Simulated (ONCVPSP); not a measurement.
**Pseudopotential generation for Ni: ONCV, PBE**

Task: generate the file, and judge it by its errors in other configurations, its logarithmic derivatives, its ghosts and its cutoff.

The numbers are computed with ONCVPSP 4.0.1 (PBE, scalar-relativistic, spin-unpolarised reference atom).

## Step 1: The atom and the settings

The settings as typed:

* element: nickel (Ni, Z = 28)
* type: optimised norm-conserving Vanderbilt (ONCV)
* frozen core: [Ar]
* valence charge: 10
* reference configuration: 3d8 4s2
* partial waves: 4s: rc 2.10 bohr, ncon 4, nbas 9, qcut 2.9 1/bohr, 2 projectors, debl 2.7 Ha; p scattering state at 0.09 Ha: rc 2.35 bohr, ncon 4, nbas 8, qcut 3.6 1/bohr, 2 projectors, debl 2.1 Ha; 3d: rc 1.65 bohr, ncon 3, nbas 8, qcut 10.6 1/bohr, local
* local potential: the d channel
* core correction: Teter function fitted to the true core (icmod 2), fcfact 0.55

The outer shells as boxes (Hund's rule for the drawing; the calculation is spin-unpolarised):

```
[Ar] core
3d [↑↓][↑↓][↑↓][↑ ][↑ ]
4s [↑↓]
```

An earlier all-electron run gives the scale for the radii.

All-electron outer shells of the reference configuration (PBE, scalar-relativistic, ld1.x):

```
shell  level (eV)  outermost node (bohr)  outermost maximum (bohr)
   3p      -71.39                   0.27                      0.65
   3d       -8.87                      –                      0.63
   4s       -5.64                   0.92                      2.24
   4p       -1.22                   1.00                      3.17
```

## Step 2: Generation

Contents of Ni.dat:

```
# ATOM AND REFERENCE CONFIGURATION
# atsym  z   nc   nv     iexc    psfile
  Ni 28.00    5    2        4      upf
#
#   n    l    f
    1    0    2.00
    2    0    2.00
    2    1    6.00
    3    0    2.00
    3    1    6.00
    3    2    8.00
    4    0    2.00
#
# PSEUDOPOTENTIAL AND OPTIMIZATION
# lmax
    2
#
#   l,   rc,      ep,       ncon, nbas, qcut
    0    2.10    0.00    4    9    2.90
    1    2.35    0.09    4    8    3.60
    2    1.65    0.00    3    8   10.60
#
# LOCAL POTENTIAL
# lloc, lpopt,  rc(5),   dvloc0
    2    5    1.65    0.00
#
# VANDERBILT-KLEINMAN-BYLANDER PROJECTORs
# l, nproj, debl
    0    2    2.70
    1    2    2.10
    2    0    2.50
#
# MODEL CORE CHARGE
# icmod, fcfact, rcfact
    2    0.55    0.65
#
# LOG DERIVATIVE ANALYSIS
# epsh1, epsh2, depsh
   -2.00    5.00    0.02
#
# OUTPUT GRID
# rlmax, drl
    6.00    0.01
#
# TEST CONFIGURATIONS
# ncnf
    4
# nvcnf
#   n    l    f
    2
    3    2    8.00
    4    0    1.00
#
    2
    3    2    8.00
    4    0    0.00
#
    2
    3    2    7.00
    4    0    0.00
#
    2
    3    2    9.00
    4    0    1.00
#
```

On the command line:

```console
$ oncvpsp.x < Ni.dat > Ni.out
```

Before running it: what results should come out? Wanted: cutoffs for 1 and 0.1 mHa per electron, occupied waves; bound ghosts; GHOST(+) flags; largest test error; largest phase difference near zero energy, channels read; rms error of d²Exc/dn², without and with the model core; projector energies reset by the program.

As calculated:

```
                                                quantity                  value
  cutoffs for 1 and 0.1 mHa per electron, occupied waves        41 Ha and 45 Ha
                                            bound ghosts         s at -60.59 eV
                                          GHOST(+) flags             p at 53 eV
                            largest test error (AE − PS)  -267 meV, for 3d7 4s0
largest phase difference near zero energy, channels read              0.063 rad
 rms error of d²Exc/dn², without and with the model core      8.55 and 2.23 mHa
                 projector energies reset by the program     p: 0.050, 2.150 Ha
```

A bound ghost (s) makes it unfit for use: electrons can fall into a state that the atom doesn't have. By total energies transferability is poor: the largest error is 267 meV on 64.1 eV, for 3d7 4s0. That test lies far up in energy; among those under 40 eV, nearer to bonding, the largest error is 129 meV. The potential is hard: the looser tolerance needs 41 Ha. At the looser tolerance the 3d wave is the slowest; 4s needs 5 Ha. Of the channels read, d scatters worst near zero energy, by up to 0.06 rad. The program also flags highly localised states, GHOST(+) (p). All of this concerns the isolated atom, not yet a solid.
